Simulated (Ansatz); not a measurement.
# MnHg: single point with PBE

The system is MnHg.

```
CELL_PARAMETERS angstrom
3.28800 0.00000 0.00000
0.00000 3.28800 0.00000
0.00000 0.00000 3.31300
ATOMIC_POSITIONS crystal
Hg 0.00000 0.00000 0.00000
Mn 0.50000 0.50000 0.50000
```

| Item | Value |
| --- | --- |
| Program | Ansatz 0.2.0 |
| Task | single point |
| Functional | PBE |
| Potentials or basis | Ansatz PAW |
| Cutoff | 420 eV (not typed: the program's choice for these potentials) |
| k mesh | 7 × 7 × 7 |
| Occupations | fermi-dirac, width 0.05 eV |
| Spin | collinear spin, ferromagnetic start |
| Starting moments | [0.0, 3.0] μB |
| Fixed moment | 3 μB |

```yaml
Pressure: -4.2 GPa
Net_moment: 3.00 μB per cell
Absolute_moment: 3.49 μB per cell
Site_moments: Hg -0.09; Mn +3.19 μB
```

Stress tensor (GPa, compression positive):
```
-4.26  0.00  0.00
 0.00 -4.26  0.00
 0.00  0.00 -4.10
```

Wall time 1.9 s on 2 threads of Arm Neoverse V2, on a shared host, peak memory 0.32 GiB.

Caveat: the total moment is fixed, so each spin has its own Fermi level; the thresholds are loose for stress. Spin-orbit coupling is left out, which matters for the levels of Hg.
